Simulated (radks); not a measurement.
**Ti⁻ inside a hard spherical wall**

One table from this session's results is given with a row withheld; the runs are named, their logs left out.

Program: radks (a radial shooting solver on a logarithmic mesh, Libxc functionals) version 1. Level of theory: scalar-relativistic Kohn-Sham, PBEsol, spin-polarised, spherical densities, finite nucleus; open shells are filled with parallel spins first. These are calculated values, not measurements, unless marked.

## The system

- element: titanium (Z = 22)
- charge: -1
- electrons: 23
- configuration: [Ar] 3d3 4s2
- nuclear rms radius: 3.5921 fm

Outer shells as boxes (Hund's rule):

Ti⁻
```
[Ar] core
3d [↑ ][↑ ][↑ ][  ][  ]
4s [↑↓]
```

The first run:

Input:

```text
Z 22
configuration [Ar] 3d3 4s2 4p0 5s0 4d0
relativity scalar-relativistic
functional pbe_sol,pbe_sol
spin polarised
nucleus finite rms 3.5921 fm
wall 15 bohr
c 137.035999084
```

Among the steps run: Wall at 15 bohr; Wall at 12 bohr; Wall at 8 bohr; Wall at 7 bohr; Wall at 6 bohr; Wall at 5 bohr; Wall at 2.5 bohr.

One of the session's tables, all rows but one given; the rest of the session is left out.

```
R (bohr)  E − E(widest) (eV)  ε(3d) (eV)  ε(4p, empty) (eV)  ε(5s, empty) (eV)  ε(4d, empty) (eV)
      15               0.000       2.162              2.312              2.931              3.598
      12               0.098       2.472              2.721              4.186              4.791
       8               1.114       3.969              4.558              9.826              8.946
       7                   ?           ?                  ?                  ?                  ?
       6               4.469       6.587              8.065             20.175             15.403
       5               9.896       9.402             12.422             32.539             22.443
     2.5              152.03      39.820             83.554             205.49             104.20
```

Estimate the missing values for R (bohr) = 7.

Worked estimate for «E − E(widest) (eV)». A straight line through the neighbours (8, 1.114) and (6, 4.469) gives 1.114 + (4.469 − 1.114) × (7 − 8) / (6 − 8) = 2.792; a parabola fitted to 4 rows on both sides gives 2.665.

**Answer.** E − E(widest) (eV): 2.173; ε(3d) (eV): 4.959; ε(4p, empty) (eV): 5.827; ε(5s, empty) (eV): 13.619; ε(4d, empty) (eV): 11.406. In «E − E(widest) (eV)» the line misses by +0.619 and the parabola by +0.492.

What this shows: Eigenvalues are for spin up. At the tightest wall, 2.5 bohr, the energy stands 152.03 eV above the widest wall (15 bohr) and the pressure, −dE/dV, is 3249 GPa. Of the levels in the table that exist at both ends, 5s (empty) rises most from the widest wall (15 bohr) (202.56 eV). From R = 15 bohr inwards the highest occupied level lies above zero, in an anion first from self-interaction, then from the wall. Shells are not refilled when levels cross, and a hard wall is a model, not a crystal.
